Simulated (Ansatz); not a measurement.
**Os: stress in a strained cell**

Aim: deform Os (equal xx and yy strain of -3 %) and compute stress, forces and field gradients with LAPW, PAW and all-electron datasets made for the crystal.

Program: Ansatz 0.2.0. Level of theory: DFT PBEsol, scalar-relativistic. These are calculated values, not measurements.

## (1) The starting structure

Symmetry: Fm-3m, No. 225, cubic system. Conventional cell: a = 3.890 Å, b = 3.890 Å, c = 3.890 Å, α = 90.00°, β = 90.00°, γ = 90.00°. Os (site symmetry m-3m) has 12 Os at 2.75 Å as nearest neighbours.

Structure file:

```cif
data_structure
_symmetry_space_group_name_H-M 'P 1'
_symmetry_Int_Tables_number 1
_cell_length_a 2.7506
_cell_length_b 2.7506
_cell_length_c 2.7506
_cell_angle_alpha 60.000
_cell_angle_beta 60.000
_cell_angle_gamma 60.000
_cell_volume 14.72
loop_
_atom_site_label
_atom_site_type_symbol
_atom_site_fract_x
_atom_site_fract_y
_atom_site_fract_z
_atom_site_occupancy
Os1 Os 0.00000 0.00000 0.00000 1
```

## (2) The deformed structure

Space group Fm-3m before, I4/mmm after.

## (3) All-electron LAPW

input.yaml

```yaml
crystal:
  lattice:
    - [0.0, 1.88665, 1.945]
    - [1.88665, 0.0, 1.945]
    - [1.88665, 1.88665, 0.0]
  atoms:
    - { symbol: Os, position: [0.0, 0.0, 0.0] }
kpoints:
  mp_grid: { grid: [14, 14, 14] }
  band_path:
    path:
      - [0.0, 0.0, 0.0]
      - [0.0, 0.5, 0.5]
      - [0.25, 0.75, 0.5]
      - [0.0, 0.5, 0.0]
      - [0.0, 0.0, 0.0]
      - [0.5, 0.5, 0.0]
      - [0.3676125, 0.6323875, 0.0]
      - [-0.3676125, 0.3676125, 0.0]
      - [0.0, 0.0, 0.0]
    npoints: 5
scf:
  occupations: { method: fermi_dirac, width: 0.05 }
hamiltonian:
  xc: pbesol
  pseudopotentials: { kind: all_electron, lapw: { basis_error: 0.0005 } }
output:
  forces: true
  stress: true
  eigenvalues: true
```

Started as:

```
> ansatz run input.yaml --threads 1 --pin off --max-ram 3072MiB --backend cpu --events-out ev --progress --plain --runs-dir out
```

## (4) PAW with frozen cores

input.yaml

```yaml
crystal:
  lattice:
    - [0.0, 1.88665, 1.945]
    - [1.88665, 0.0, 1.945]
    - [1.88665, 1.88665, 0.0]
  atoms:
    - { symbol: Os, position: [0.0, 0.0, 0.0] }
kpoints:
  mp_grid: { grid: [14, 14, 14] }
scf:
  occupations: { method: fermi_dirac, width: 0.05 }
hamiltonian:
  xc: pbesol
  pseudopotentials: { kind: paw }
output:
  forces: true
  stress: true
  eigenvalues: true
  efg: { contact_densities: true }
```

## (5) All-electron PAW on datasets made for the crystal

input.yaml: that of step 4 with these lines changed.

```diff
@@ -13,3 +13,3 @@
   xc: pbesol
-  pseudopotentials: { kind: paw }
+  pseudopotentials: { kind: all_electron, datasets: crystal }
 output:
```

(Steps that only read results are left out.)

What does the calculation give? Wanted: pressure; largest shear or deviatoric stress.

**Answer**, as computed:

```
                                 quantity                                           value
                                 pressure  LAPW 3.42, PAW 3.44, crystal datasets 3.42 GPa
largest shear or deviatoric stress (LAPW)                                        6.90 GPa
```

What this shows: The largest part of the stress beyond the pressure is 6.90 GPa in size, in the zz component. No run of the undeformed cell stands beside it, so the pressure holds what the given cell had before the change. PAW: stress within 0.02 GPa of LAPW. Crystal datasets: stress within 0.01 GPa of LAPW. Spin-orbit coupling is left out, though the cell holds Os; in elements this heavy it can shift bands and gaps by tenths of an eV.
